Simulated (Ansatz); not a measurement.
**BaTiO3 (Pm-3m): equation of state**

An exercise on one series of results from a longer session: the logs are not shown, and one member is left open.

Program: Ansatz 0.2.0. Level of theory: DFT PBE, scalar-relativistic, plane waves, PAW. These are calculated values, not measurements.

## The starting structure

The structure is cubic, space group Pm-3m (No. 221). The conventional cell has a = 4.019 Å, b = 4.019 Å, c = 4.019 Å, α = 90.00°, β = 90.00°, γ = 90.00°. Ba (site symmetry m-3m) has 12 O at 2.84 Å as nearest neighbours. Ti (site symmetry m-3m) has 6 O at 2.01 Å as nearest neighbours. O (site symmetry 4/mmm) is surrounded by 2 Ti at 2.01 Å and 4 Ba at 2.84 Å.

Structure file:

```cif
data_structure
_symmetry_space_group_name_H-M 'Pm-3m'
_symmetry_Int_Tables_number 221
_cell_length_a 4.0193
_cell_length_b 4.0193
_cell_length_c 4.0193
_cell_angle_alpha 90.000
_cell_angle_beta 90.000
_cell_angle_gamma 90.000
_cell_volume 64.93
loop_
_atom_site_label
_atom_site_type_symbol
_atom_site_symmetry_multiplicity
_atom_site_Wyckoff_symbol
_atom_site_fract_x
_atom_site_fract_y
_atom_site_fract_z
_atom_site_occupancy
Ba1 Ba 1 b 0.50000 0.50000 0.50000 1
Ti1 Ti 1 a 0.00000 0.00000 0.00000 1
O1 O 3 d 0.50000 0.00000 0.00000 1
```

This cell comes from an earlier session at PBE: 12.986 Å³/atom at 0.00 GPa, on a 6×6×6 mesh.

Volume factors to run: 0.980, 1.020, 0.960, 1.040.

The first run:

Contents of input.yaml:

```yaml
crystal:
  lattice:
    - [3.9922876218, 0.0, 0.0]
    - [0.0, 3.9922876218, 0.0]
    - [0.0, 0.0, 3.9922876218]
  atoms:
    - { symbol: Ba, position: [0.5, 0.5, 0.5] }
    - { symbol: Ti, position: [0.0, 0.0, 0.0] }
    - { symbol: O, position: [0.5, 0.0, 0.0] }
    - { symbol: O, position: [0.0, 0.5, 0.0] }
    - { symbol: O, position: [0.0, 0.0, 0.5] }
basis:
  ecutwfc: 420
  ecutrho_ratio: 4
kpoints:
  mp_grid: { grid: [6, 6, 6] }
hamiltonian:
  xc: pbe
scf:
  occupations: { method: gaussian, width: 0.05 }
output:
  forces: true
  stress: true
  eigenvalues: true
```

On the command line:

```console
$ ansatz run input.yaml --threads 2 --pin off --max-ram 5120MiB --backend cpu --events-out ev --progress --plain --runs-dir out
```

Steps of the session up to this table: Scaling the volume by 0.980; Volume × 1.020; Scaling the volume by 0.960; Scaling the volume by 1.040.

One of the session's tables, all rows but one given; the rest of the session is left out.

It belongs to the step «The fit». 

```
volume (Å³/atom)  energy (meV/atom)  pressure (GPa)  gap (eV)
          12.466              11.34            7.29      1.87
          12.726                  ?               ?         ?
          12.986               0.00            0.00      1.78
          13.246               2.49           -3.09      1.74
          13.505               9.78           -5.85      1.70
```

Estimate the missing values for volume (Å³/atom) = 12.726.

Worked estimate for «energy (meV/atom)». A straight line through the neighbours (12.466, 11.34) and (12.986, 0.00) gives 11.34 + (0.00 − 11.34) × (12.726 − 12.466) / (12.986 − 12.466) = 5.67; a parabola fitted to 3 rows on both sides gives 2.95.

As computed: energy (meV/atom): 2.65; pressure (GPa): 3.45; gap (eV): 1.83. In «energy (meV/atom)» the line misses by +3.02 and the parabola by +0.30.
